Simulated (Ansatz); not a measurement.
**GeH5 (doublet): from Hartree-Fock to the top rungs at distance Ge1–H5 along a hydrogen transfer = 1.812 Å, cc-pVTZ**

Aim: climb from Hartree-Fock through coupled cluster and multireference methods for GeH5 (doublet) at one geometry and basis, and see what each rung misses.

Computed with Ansatz 0.2.0, Gaussian basis. Level: cc-pVTZ, core rule «outside noble gas», up to 14 orbitals frozen.

Plan: UHF; CCSD(T) on ROHF; CCSD(T) on UHF; BCCD(T) on ROHF; CCSDT(Q) on ROHF; CCSDT(Q) on UHF; CASSCF and NEVPT2, 3 electrons in 3 orbitals; CASSCF and NEVPT2, 9 electrons in 9 orbitals.

## (1) What is computed

The geometry derives from fragments relaxed apart (PBE0/def2-TZVP) and kept rigid, so it is no stationary point. A hydrogen atom is moved between rigid fragments. No spin-orbit coupling is included. The filled d shell of Ge may be among the frozen orbitals whatever the setting's name suggests; the logs give the count.

6 atoms, charge 0, spin multiplicity 2.

Atoms are counted from 1 here; the program's logs count them from 0.

Bond lengths: Ge1–H2 1.534 Å, Ge1–H3 1.534 Å, Ge1–H4 1.534 Å, Ge1–H5 1.812 Å. Angles: H2–Ge1–H3 109.5°, H2–Ge1–H4 109.5°, H2–Ge1–H5 109.5°, H3–Ge1–H4 109.5°, H3–Ge1–H5 109.5°, H4–Ge1–H5 109.5°.

## (2) UHF

Contents of in.yaml:

```yaml
crystal:
  periodic: [false, false, false]
  atoms:
    - {symbol: Ge, position_ang: [-0.041595, 0.000000, 0.000000]}
    - {symbol: H, position_ang: [-0.553045, 1.446599, 0.000000]}
    - {symbol: H, position_ang: [-0.553045, -0.723300, 1.252791]}
    - {symbol: H, position_ang: [-0.553045, -0.723299, -1.252792]}
    - {symbol: H, position_ang: [1.770405, 0.000000, 0.000000]}
    - {symbol: H, position_ang: [2.886405, 0.000000, 0.000000]}
basis:
  gaussian: {orbitals: cc-pVTZ}
magnetization: {spin_polarized: true, initial_magnetization: 1}
hamiltonian: {xc: hf}
output: {orbitals: {seedname: orbitals}}
```

Started as:

```
ansatz run in.yaml --threads 1 --pin off --events-out ev --progress --plain --max-ram 2816MiB --backend cpu
```

After this run come: CCSD(T) on ROHF; CCSD(T) on UHF; BCCD(T) on ROHF; CCSDT(Q) on ROHF; CCSDT(Q) on UHF; CASSCF and NEVPT2, 3 electrons in 3 orbitals; CASSCF and NEVPT2, 9 electrons in 9 orbitals.

Q: Predict the results of all the runs planned. Wanted: UCCSDT(Q) below the RHF energy; RMP2 from UCCSDT(Q); UMP2 from UCCSDT(Q); RCCSD from UCCSDT(Q); RCCSD(T) from UCCSDT(Q); UCCSD(T) from UCCSDT(Q); RCCSDT(Q) from UCCSDT(Q); NEVPT2 pair from UCCSDT(Q); NEVPT2 valence from UCCSDT(Q).

As calculated:

| quantity | value |
| --- | --- |
| UCCSDT(Q) below the RHF energy | -5.3638 eV |
| RMP2 from UCCSDT(Q) | +1072.1 meV |
| UMP2 from UCCSDT(Q) | +1085.8 meV |
| RCCSD from UCCSDT(Q) | +157.1 meV |
| RCCSD(T) from UCCSDT(Q) | +29.3 meV |
| UCCSD(T) from UCCSDT(Q) | +28.4 meV |
| RCCSDT(Q) from UCCSDT(Q) | +2.2 meV |
| NEVPT2 pair from UCCSDT(Q) | +989.5 meV |
| NEVPT2 valence from UCCSDT(Q) | +948.2 meV |
| levels within 1 kcal/mol (43 meV) | RCCSD(T), UCCSD(T), BCCD(T), RCCSDT, UCCSDT, RCCSDT(Q) |
| T1 diagnostic | 0.030 |
| effectively unpaired electrons | 1.03 |

RCCSD(T) misses by +29.3 meV, 0.5 % of the correlation energy. One determinant dominates. Of the multireference levels listed NEVPT2 valence comes nearest in total energy (+948.2 meV), which doesn't show that its space is the better one. These misses are within one basis, not against nature; the frozen cores of restricted and unrestricted runs differ, which can shift their rows.
